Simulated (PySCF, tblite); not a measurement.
**C5H11FO3Si: geometry, infrared bands and NMR shifts**

Aim: predict the infrared bands and NMR shifts of C5H11FO3Si (`C[C@@H](CF)[C@H](O[SiH3])C(=O)O`).

The runs use tblite 0.8.0 and PySCF 2.14.0, with density-fitted response routines of our own; the level of theory stands in each step. All values are computed, except where a source is named. Atoms are numbered from 0 throughout.

## 1. The starting structure

21 atoms, charge 0, multiplicity 1; geometry from: force field or distance geometry start.

Bonds of the start (Å): C0–C1 1.52, C1–C2 1.48, C2–F3 1.37, C1–C4 1.52, C4–O5 1.39, O5–Si6 1.71, C4–C7 1.49, C7–O8 1.26, C7–O9 1.38, C0–H10 1.13, C0–H11 1.11, C0–H12 1.11, C1–H13 1.12, C2–H14 1.12, C2–H15 1.12, C4–H16 1.10, Si6–H17 1.46, Si6–H18 1.48, Si6–H19 1.47, O9–H20 1.03.

## 2. Relaxing the molecule with GFN2-xTB

Job settings and geometry (Å):

```
{"job": {"kind": "relax", "xc": "GFN2-xTB", "basis": "xTB"}, "charge": 0, "multiplicity": 1}
C     -1.388900    -0.431900     1.279900
C     -0.765500    -0.628700    -0.088600
C     -1.780600    -0.309200    -1.116900
F     -1.363900    -0.435200    -2.420900
C      0.525700     0.154600    -0.217400
O      1.356800    -0.325600     0.783900
Si     2.867700    -0.890800     0.226200
C      0.227300     1.594200     0.040000
O      0.750600     2.089100     1.076100
O     -0.586800     2.358200    -0.779200
H     -2.492700    -0.590800     1.121200
H     -1.167300     0.565600     1.707800
H     -1.037200    -1.230400     1.960900
H     -0.532100    -1.716600    -0.166600
H     -2.635500    -1.013100    -0.957000
H     -2.226500     0.705700    -0.951400
H      0.982600     0.090700    -1.211800
H      2.927000    -1.143000    -1.209300
H      3.129800    -2.176600     0.914600
H      3.982700     0.000600     0.587700
H     -0.782100     3.349900    -0.579800
```

Run with:

```
$ OMP_NUM_THREADS=1 python probes_run.py task.json out
```

This one command runs all jobs of the session in turn.

Log:

```text
step      E/eV     max force
  0    -952.43964    5.340
  1    -952.80076    5.997
  2    -953.06862    1.062
  3    -953.18390    1.186
  4    -953.37529    0.679
  5    -953.41505    0.620
  6    -953.45666    0.468
  7    -953.47551    0.341
  8    -953.48904    0.247
  9    -953.49650    0.211
 10    -953.50327    0.248
 11    -953.50952    0.217
 12    -953.51615    0.188
 13    -953.52242    0.205
 14    -953.52892    0.251
 15    -953.53566    0.215
 16    -953.54087    0.167
 17    -953.54407    0.124
 18    -953.54630    0.106
 19    -953.54842    0.113
 20    -953.55098    0.129
 21    -953.55359    0.144
 22    -953.55603    0.125
 23    -953.55842    0.108
 24    -953.56100    0.121
 25    -953.56367    0.126
 26    -953.56652    0.152
 27    -953.57016    0.171
 28    -953.57542    0.205
 29    -953.58243    0.211
 30    -953.59018    0.226
 31    -953.59816    0.216
 32    -953.60754    0.209
 33    -953.62092    0.297
 34    -953.62714    0.564
 35    -953.64091    0.388
 36    -953.65776    0.236
 37    -953.66658    0.183
 38    -953.67371    0.170
 39    -953.67917    0.165
 40    -953.68494    0.160
 41    -953.68894    0.194
 42    -953.69319    0.122
 43    -953.69675    0.134
 44    -953.69877    0.139
 45    -953.70031    0.113
 46    -953.70159    0.073
 47    -953.70286    0.076
 48    -953.70415    0.065
 49    -953.70529    0.083
 50    -953.70624    0.079
 51    -953.70717    0.068
 52    -953.70823    0.087
 53    -953.70937    0.071
 54    -953.71038    0.066
 55    -953.71123    0.076
 56    -953.71208    0.083
 57    -953.71306    0.071
 58    -953.71410    0.081
 59    -953.71503    0.063
 60    -953.71581    0.083
 61    -953.71658    0.078
 62    -953.71757    0.058
 63    -953.71838    0.061
 64    -953.71889    0.056
 65    -953.71926    0.041
 66    -953.71958    0.040
 67    -953.71989    0.037
 68    -953.72024    0.042
 69    -953.72066    0.046
 70    -953.72120    0.055
 71    -953.72182    0.059
 72    -953.72242    0.062
 73    -953.72295    0.065
 74    -953.72341    0.054
 75    -953.72388    0.050
 76    -953.72437    0.045
 77    -953.72481    0.047
 78    -953.72516    0.038
 79    -953.72542    0.041
 80    -953.72565    0.033
 81    -953.72588    0.043
 82    -953.72608    0.032
 83    -953.72624    0.029
 84    -953.72638    0.021
 85    -953.72654    0.034
 86    -953.72667    0.030
 87    -953.72677    0.017
 88    -953.72683    0.013
 89    -953.72688    0.017
 90    -953.72692    0.020
 91    -953.72695    0.012
 92    -953.72697    0.011
 93    -953.72699    0.012
 94    -953.72703    0.020
 95    -953.72708    0.023
 96    -953.72713    0.017
 97    -953.72717    0.014
 98    -953.72722    0.017
 99    -953.72730    0.028
100    -953.72743    0.041
101    -953.72763    0.049
102    -953.72787    0.045
103    -953.72807    0.030
104    -953.72823    0.025
105    -953.72838    0.033
106    -953.72854    0.040
107    -953.72873    0.038
108    -953.72896    0.048
109    -953.72922    0.039
110    -953.72941    0.026
111    -953.72953    0.028
112    -953.72966    0.035
113    -953.72982    0.031
114    -953.73001    0.024
115    -953.73010    0.026
116    -953.73022    0.028
117    -953.73034    0.026
118    -953.73047    0.029
119    -953.73055    0.024
120    -953.73061    0.016
121    -953.73066    0.014
122    -953.73073    0.019
123    -953.73085    0.030
124    -953.73100    0.033
125    -953.73112    0.022
126    -953.73117    0.020
127    -953.73121    0.016
128    -953.73124    0.016
129    -953.73130    0.020
130    -953.73138    0.016
131    -953.73144    0.014
132    -953.73147    0.013
133    -953.73151    0.013
134    -953.73156    0.014
135    -953.73162    0.015
136    -953.73167    0.020
137    -953.73172    0.022
138    -953.73176    0.020
139    -953.73181    0.023
140    -953.73186    0.020
141    -953.73192    0.013
142    -953.73197    0.017
143    -953.73206    0.018
144    -953.73213    0.017
145    -953.73219    0.018
146    -953.73223    0.026
147    -953.73229    0.025
148    -953.73237    0.020
149    -953.73242    0.022
150    -953.73246    0.021
151    -953.73252    0.017
152    -953.73258    0.015
153    -953.73263    0.015
154    -953.73267    0.020
155    -953.73272    0.020
156    -953.73277    0.020
157    -953.73287    0.024
158    -953.73294    0.022
159    -953.73305    0.030
160    -953.73323    0.029
161    -953.73339    0.051
162    -953.73356    0.039
163    -953.73380    0.049
164    -953.73419    0.062
165    -953.73499    0.111
166    -953.73585    0.096
167    -953.73653    0.206
168    -953.73837    0.100
169    -953.74118    0.221
170    -953.74048    0.704
171    -953.74929    0.129
172    -953.75637    0.155
173    -953.75962    0.614
174    -953.76820    0.164
175    -953.77253    0.193
176    -953.77453    0.248
177    -953.78070    0.104
178    -953.78286    0.108
179    -953.78527    0.149
180    -953.78614    0.112
181    -953.78727    0.056
182    -953.78862    0.080
183    -953.78915    0.071
184    -953.78980    0.051
185    -953.79054    0.054
186    -953.79098    0.049
187    -953.79161    0.047
188    -953.79213    0.053
189    -953.79269    0.059
190    -953.79341    0.063
191    -953.79451    0.070
192    -953.79602    0.091
193    -953.79806    0.110
194    -953.80085    0.150
195    -953.80423    0.185
196    -953.80772    0.173
197    -953.81147    0.131
198    -953.81284    0.140
199    -953.81490    0.140
200    -953.81677    0.074
201    -953.81836    0.073
202    -953.81981    0.120
203    -953.82090    0.069
204    -953.82188    0.075
205    -953.82266    0.067
206    -953.82334    0.052
207    -953.82381    0.038
208    -953.82401    0.029
209    -953.82417    0.023
210    -953.82433    0.024
211    -953.82452    0.026
212    -953.82466    0.031
213    -953.82483    0.040
214    -953.82503    0.040
215    -953.82525    0.031
216    -953.82546    0.030
217    -953.82569    0.036
218    -953.82598    0.057
219    -953.82643    0.076
220    -953.82707    0.074
221    -953.82782    0.058
222    -953.82852    0.064
223    -953.82916    0.066
224    -953.82975    0.072
225    -953.83025    0.047
226    -953.83058    0.035
227    -953.83080    0.031
228    -953.83094    0.026
229    -953.83107    0.019
230    -953.83115    0.020
231    -953.83123    0.017
232    -953.83129    0.018
233    -953.83134    0.013
234    -953.83138    0.012
235    -953.83142    0.012
236    -953.83147    0.011
237    -953.83150    0.010
```

Run time: 3.5 s. Hardware: 1 thread of Arm Neoverse N1, shared host; peak memory 0.18 GiB.

Step by step: (not every step is listed)

| step | energy from step 0 (eV) | largest force (eV/Å) |
| --- | --- | --- |
| 0 | 0.0000 | 5.3397 |
| 1 | -0.3611 | 5.9966 |
| 2 | -0.6290 | 1.0619 |
| 3 | -0.7443 | 1.1863 |
| 4 | -0.9356 | 0.6792 |
| 5 | -0.9754 | 0.6202 |
| 6 | -1.0170 | 0.4678 |
| 7 | -1.0359 | 0.3414 |
| 8 | -1.0494 | 0.2470 |
| 30 | -1.1505 | 0.2257 |
| 52 | -1.2686 | 0.0871 |
| 74 | -1.2838 | 0.0540 |
| 96 | -1.2875 | 0.0168 |
| 118 | -1.2908 | 0.0290 |
| 140 | -1.2922 | 0.0200 |
| 162 | -1.2939 | 0.0392 |
| 184 | -1.3502 | 0.0515 |
| 206 | -1.3837 | 0.0518 |
| 228 | -1.3913 | 0.0265 |
| 232 | -1.3916 | 0.0177 |
| 233 | -1.3917 | 0.0127 |
| 234 | -1.3917 | 0.0124 |
| 235 | -1.3918 | 0.0119 |
| 236 | -1.3918 | 0.0114 |
| 237 | -1.3919 | 0.0095 |

Distances of close pairs at the start and the end, largest changes first:

| bond | before (Å) | after (Å) | change (Å) |
| --- | --- | --- | --- |
| O5–Si6 | 1.707 | 1.632 | -0.075 |
| C7–O8 | 1.262 | 1.201 | -0.061 |
| O9–H20 | 1.030 | 0.972 | -0.058 |
| C7–O9 | 1.385 | 1.333 | -0.052 |
| C1–C2 | 1.480 | 1.525 | +0.045 |
| C0–H10 | 1.126 | 1.088 | -0.039 |
| C1–C4 | 1.516 | 1.552 | +0.037 |
| C2–H15 | 1.121 | 1.094 | -0.027 |

The final coordinates are the input of the step that follows.

## 3. Infrared spectrum with GFN2-xTB

Job settings and geometry (Å):

```
{"job": {"kind": "ir", "xc": "GFN2-xTB", "basis": "xTB"}, "charge": 0, "multiplicity": 1}
C     -1.129564    -0.358371     1.293133
C     -0.924275    -0.707182    -0.177213
C     -2.132036    -0.280323    -1.005103
F     -2.019870    -0.739081    -2.295075
C      0.394414    -0.108685    -0.736204
O      1.461186    -0.890445    -0.350021
Si     2.729978    -0.613185     0.638074
C      0.580862     1.329026    -0.300376
O      1.442578     1.692765     0.453193
O     -0.300033     2.168319    -0.844695
H     -1.952436    -0.936270     1.707537
H     -1.357432     0.699270     1.414377
H     -0.228642    -0.587116     1.855730
H     -0.806022    -1.791320    -0.277517
H     -3.051286    -0.713369    -0.597710
H     -2.221080     0.808029    -1.066104
H      0.334421    -0.120376    -1.836121
H      3.682875     0.361043     0.116424
H      3.265168    -1.969285     0.546236
H      2.345145    -0.305562     2.014906
H     -0.122873     3.079061    -0.553942
```

Log:

```text
mode    cm-1     km/mol
  1      49.6      2.12
  2      60.5      1.61
  3      78.7      0.65
  4     100.8      6.96
  5     158.0     15.93
  6     166.3      3.82
  7     198.1      3.23
  8     225.4      2.90
  9     233.0      0.84
 10     284.4      0.08
 11     316.4      0.40
 12     395.1      0.64
 13     409.4     16.04
 14     469.8     24.22
 15     490.0     11.36
 16     597.6     26.33
 17     610.7    124.54
 18     648.1     47.48
 19     685.8    135.81
 20     707.9     97.93
 21     782.7     47.50
 22     798.1    216.74
 23     812.2    174.66
 24     841.3    320.78
 25     848.0     61.30
 26     915.0      1.64
 27     934.2      3.57
 28     972.6      8.19
 29    1047.9     78.89
 30    1089.5     16.93
 31    1124.5     15.87
 32    1133.2    303.37
 33    1149.7     26.05
 34    1184.8     80.41
 35    1210.8      8.12
 36    1214.6     26.22
 37    1247.3     67.57
 38    1277.0     15.85
 39    1297.4     14.98
 40    1326.9      9.24
 41    1341.2      2.12
 42    1411.4      6.38
 43    1442.9      1.59
 44    1491.9      4.15
 45    1497.5      3.20
 46    1785.7    458.28
 47    2240.8    369.46
 48    2267.1    397.77
 49    2289.1    134.57
 50    2862.1     18.46
 51    2947.5     22.92
 52    2952.2      8.74
 53    2969.2     24.69
 54    3026.1     33.70
 55    3037.9     25.72
 56    3057.3      8.52
 57    3411.0     41.82
```

Wall time 1.6 s (1 thread of Arm Neoverse N1, shared host); peak memory 0.18 GiB.

Which atoms move in the most intense modes:

| cm⁻¹ | km/mol | atoms |
| --- | --- | --- |
| 686 | 135.8 | H18 18 %, O5 18 %, H19 14 %, H20 12 % |
| 798 | 216.7 | H19 50 %, H17 27 % |
| 812 | 174.7 | H18 47 %, H17 31 %, H19 17 % |
| 841 | 320.8 | H18 25 %, H17 16 %, H19 14 %, C4 14 % |
| 1133 | 303.4 | O9 32 %, H20 26 %, C7 12 % |
| 1786 | 458.3 | C7 62 %, O8 35 % |
| 2241 | 369.5 | H19 90 % |
| 2267 | 397.8 | H17 58 %, H18 38 % |

## 4. Nuclear shieldings: PBE0/pcSseg-1

Same as in step 3 but for these lines:

```diff
@@ -1,2 +1,2 @@
-{"job": {"kind": "ir", "xc": "GFN2-xTB", "basis": "xTB"}, "charge": 0, "multiplicity": 1}
+{"job": {"kind": "nmr", "xc": "PBE0", "basis": "pcSseg-1"}, "charge": 0, "multiplicity": 1}
 C     -1.129564    -0.358371     1.293133
```

Level: GIAO PBE0/pcSseg-1 NMR shielding, non-relativistic, gas phase.

Log:

```text
coarse grid: 18224 points
cycle   1  E = -811.1113355786  dE =  1.517e+00  |g| = 1.154e+00  |ddm| = 4.019e+00
cycle   2  E = -810.6788025362  dE =  4.325e-01  |g| = 1.946e+00  |ddm| = 2.250e+00
cycle   3  E = -811.3297466470  dE = -6.509e-01  |g| = 3.009e-01  |ddm| = 1.602e+00
cycle   4  E = -811.3448741098  dE = -1.513e-02  |g| = 1.060e-01  |ddm| = 2.547e-01
cycle   5  E = -811.3466807063  dE = -1.807e-03  |g| = 2.568e-02  |ddm| = 7.151e-02
cycle   6  E = -811.3468107390  dE = -1.300e-04  |g| = 6.669e-03  |ddm| = 2.675e-02
cycle   7  E = -811.3468186669  dE = -7.928e-06  |g| = 1.787e-03  |ddm| = 5.931e-03
final grid: 172288 points
cycle   8  E = -811.4424974427  dE = -4.973e-05  |g| = 1.426e-02  |ddm| = 3.999e-02
cycle   9  E = -811.4424384180  dE =  5.902e-05  |g| = 2.313e-02  |ddm| = 2.635e-02
cycle  10  E = -811.4425330929  dE = -9.467e-05  |g| = 2.753e-03  |ddm| = 1.692e-02
cycle  11  E = -811.4425344782  dE = -1.385e-06  |g| = 5.729e-04  |ddm| = 1.977e-03
cycle  12  E = -811.4425345297  dE = -5.151e-08  |g| = 1.735e-04  |ddm| = 5.610e-04
cycle  13  E = -811.4425345357  dE = -5.961e-09  |g| = 3.995e-05  |ddm| = 1.621e-04
cycle  14  E = -811.4425345360  dE = -2.933e-10  |g| = 1.396e-05  |ddm| = 4.181e-05
converged SCF energy = -811.4425345360

GIAO shielding tensors (ppm)
atom      isotropic    diamagn.    paramagn.     s11        s22        s33       span
  0 C      175.765     249.993     -74.228    163.517    176.507    187.272     23.755
  1 C      140.220     247.967    -107.746    125.083    138.235    157.343     32.260
  2 C       99.859     243.182    -143.322     60.585     82.828    156.164     95.580
  3 F      423.657     473.219     -49.562    384.149    420.305    466.518     82.369
  4 C      114.160     245.344    -131.185     89.181    107.922    145.376     56.195
  5 O      315.402     396.664     -81.262    266.255    315.954    363.996     97.742
  6 Si     390.511     879.233    -488.722    349.347    357.817    464.369    115.022
  7 C        4.613     254.356    -249.744    -99.406     39.006     74.238    173.644
  8 O      -91.501     404.252    -495.752   -342.867   -209.259    277.624    620.492
  9 O      132.991     392.902    -259.912     -8.553    164.960    242.564    251.117
 10 H       30.852      29.979       0.873     25.909     27.902     38.746     12.837
 11 H       31.481      31.893      -0.413     27.347     30.600     36.495      9.148
 12 H       30.227      32.272      -2.045     24.863     29.960     35.857     10.994
 13 H       29.235      32.149      -2.914     26.466     27.909     33.331      6.864
 14 H       27.066      28.505      -1.440     22.064     28.728     30.404      8.340
 15 H       26.598      29.639      -3.040     23.445     27.591     28.760      5.315
 16 H       26.705      30.487      -3.782     22.467     27.038     30.609      8.142
 17 H       26.524      29.152      -2.628     22.917     24.679     31.976      9.060
 18 H       26.843      29.127      -2.284     22.739     25.165     32.626      9.887
 19 H       26.434      30.158      -3.724     23.188     24.972     31.143      7.955
 20 H       25.228      30.668      -5.439     19.665     21.629     34.391     14.726
```

Run time: 2 min. Hardware: 1 thread of Arm Neoverse N1, shared host; peak memory 1.1 GiB.

The references, computed at this level on geometries of the same kind, shield at (ppm): 1H TMS 31.72, 13C TMS 186.9, 29Si TMS 349.2, 19F CFCl3 170.9, 17O H2O 336.1. Their shielding less the atom's gives the shift. The references are single molecules in the gas phase, so shifts against H2O, NH3, PH3, H3PO4 or CFCl3 are not on the usual liquid scales and can be off by tens of ppm. Atoms listed in one row are averaged.

| atoms | environment | σ (ppm) | δ (ppm) | δ scaled to CDCl3 |
| --- | --- | --- | --- | --- |
| C7 | carboxylic acid carbon | 4.6 | 182.3 | 176.0 |
| C2 | sp3 CH2 bonded to F | 99.9 | 87.1 | 83.1 |
| C4 | sp3 CH bonded to O, α to a carbonyl | 114.2 | 72.8 | 69.1 |
| C1 | sp3 CH | 140.2 | 46.7 | 43.7 |
| C0 | methyl carbon | 175.8 | 11.2 | 9.0 |
| H20 | hydrogen on an acid hydroxyl oxygen | 25.23 | 6.49 | – |
| H15 | hydrogen on an sp3 CH2 bonded to F | 26.60 | 5.12 | 4.93 |
| H17, H18, H19 | hydrogen on a silicon bonded to O | 26.60 | 5.12 | – |
| H16 | hydrogen on an sp3 CH bonded to O, α to a carbonyl | 26.70 | 5.01 | 4.83 |
| H14 | hydrogen on an sp3 CH2 bonded to F | 27.07 | 4.65 | 4.49 |
| H13 | hydrogen on an sp3 CH | 29.24 | 2.48 | 2.44 |
| H10, H11, H12 | hydrogen on a methyl carbon | 30.85 | 0.86 | 0.92 |
| F3 | fluorine on an sp3 carbon | 423.7 | -252.7 | – |
| O8 | carbonyl oxygen | -91.5 | 427.6 | – |
| O9 | acid hydroxyl oxygen | 133.0 | 203.1 | – |
| O5 | oxygen bonded to C, Si | 315.4 | 20.7 | – |
| Si6 | silicon bonded to O, 3 H | 390.5 | -41.4 | – |

The scaled column applies a straight-line fit of computed shieldings to shifts measured in CDCl3, and one for carbons that bear F (root-mean-square error 0.16 ppm for H, 1.9 ppm for C).

Charges from the same density, by scheme (e):

| atoms | Mulliken | IAO | Hirshfeld | ESP fit |
| --- | --- | --- | --- | --- |
| C0 | -0.24 | -0.43 | -0.12 | -0.53 |
| C1 | -0.40 | -0.12 | -0.03 | 0.14 |
| C2 | 0.25 | 0.04 | 0.02 | -0.05 |
| F3 | -0.34 | -0.33 | -0.12 | -0.24 |
| C4 | 0.18 | 0.04 | 0.04 | 0.17 |
| O5 | -0.64 | -0.63 | -0.21 | -0.49 |
| Si6 | 0.72 | 0.86 | 0.34 | 0.57 |
| C7 | 0.46 | 0.51 | 0.22 | 0.67 |
| O8 | -0.42 | -0.44 | -0.21 | -0.51 |
| O9 | -0.36 | -0.47 | -0.14 | -0.60 |

Mayer bond orders: C0–C1 1.02, C1–C2 0.99, C2–F3 0.88, C1–C4 0.96, C4–O5 0.91, O5–Si6 0.90, C4–C7 0.93, C7–O8 1.87, C7–O9 1.13.

The fields below are evaluated on a grid from the run's orbitals.

Frontier orbitals at PBE0/pcSseg-1, with the share of their density that lies nearest to each atom:

| orbital | energy (eV) | lies on |
| --- | --- | --- |
| HOMO | -8.06 | O5 42 %; H17, H19 about 13 % each; C1 7 % |
| LUMO | -0.38 | C7 45 %; O8 26 %; O9 10 % |

ELF in a plane through or near 6 of the atoms.

Values, 10 rows by 14 columns:
```
0.00 0.00 0.00 0.00 0.00 0.00 0.00 0.00 0.00 0.00 0.00 0.00 0.00 0.00
0.00 0.00 0.00 0.00 0.00 0.00 0.00 0.00 0.00 0.00 0.00 0.00 0.00 0.00
0.00 0.00 0.00 0.00 0.00 0.01 0.03 0.43 0.41 0.02 0.00 0.00 0.00 0.00
0.00 0.00 0.64 0.54 0.02 0.32 0.45 0.72 0.86 0.02 0.19 0.00 0.00 0.00
0.00 0.10 1.00 1.00 0.37 0.05 0.87 0.68 0.02 0.99 0.97 0.08 0.00 0.00
0.00 0.00 0.27 0.12 0.75 0.79 0.42 0.89 0.34 0.21 0.92 0.79 0.00 0.00
0.00 0.00 0.63 0.93 0.35 0.28 0.07 0.59 0.80 0.10 0.99 0.96 0.00 0.00
0.00 0.00 0.19 0.52 0.10 0.00 0.00 0.08 0.13 0.00 0.00 0.00 0.00 0.00
0.00 0.00 0.00 0.00 0.00 0.00 0.00 0.00 0.00 0.00 0.00 0.00 0.00 0.00
0.00 0.00 0.00 0.00 0.00 0.00 0.00 0.00 0.00 0.00 0.00 0.00 0.00 0.00
```
The map spans 12.4 Å across and 11.1 Å up, centred on the molecule. Atoms in the plane (x, y in Å): C1 (0.9, -0.7), C2 (2.3, -0.1), Si6 (-2.8, -0.4), H14 (3.1, -0.8), H15 (2.4, 0.8), H17 (-3.6, 0.8).

On the surface of density 0.002 e/bohr³ the electrostatic potential runs, from the 1st to the 99th percentile, from -1.16 V near O5 to 2.71 V near H20.

## 5. Summary of results

| quantity | value |
| --- | --- |
| strongest single infrared mode (GFN2-xTB) | 1786 cm⁻¹, 458 km/mol |
| zero-point energy (GFN2-xTB) | 97.4 kcal/mol |
| 13C shifts against TMS (PBE0/pcSseg-1) | 182.3, 87.1, 72.8, 46.7, 11.2 ppm |
| 1H shifts against TMS (PBE0/pcSseg-1, means over atoms taken as alike) | 6.49, 5.12, 5.12, 5.01, 4.65, 2.48, 0.86 ppm |
| 19F shifts against CFCl3 (PBE0/pcSseg-1) | -252.7 ppm |
| 17O shifts against H2O (PBE0/pcSseg-1) | 427.6, 203.1, 20.7 ppm |
| 29Si shifts against TMS (PBE0/pcSseg-1) | -41.4 ppm |
| surface potential, 1st and 99th percentile | -1.16 V and 2.71 V |

Over 237 steps the energy fell by 1.392 eV; of the close pairs, O5–Si6 changed most, 1.707 to 1.632 Å. All 57 modes are real, so the xTB geometry is a minimum. The strongest single mode, at 1786 cm⁻¹, moves mainly C7 and O8. Unscaled tight-binding wavenumbers are off by several per cent, some by more. Its intensities can rank the bands wrongly. C7 (carboxylic acid carbon) lies farthest downfield among carbon, at 182.3 ppm; it is a carbonyl in resonance with an O or N lone pair, the region of acids, esters and amides. At PBE0/pcSseg-1: Shielding is most anisotropic at O8 (span 620 ppm, paramagnetic term -496 ppm). By nearest atom (PBE0/pcSseg-1), the HOMO sits on O5 42 %; H17, H19 about 13 % each and the LUMO on C7 45 %; O8 26 %.
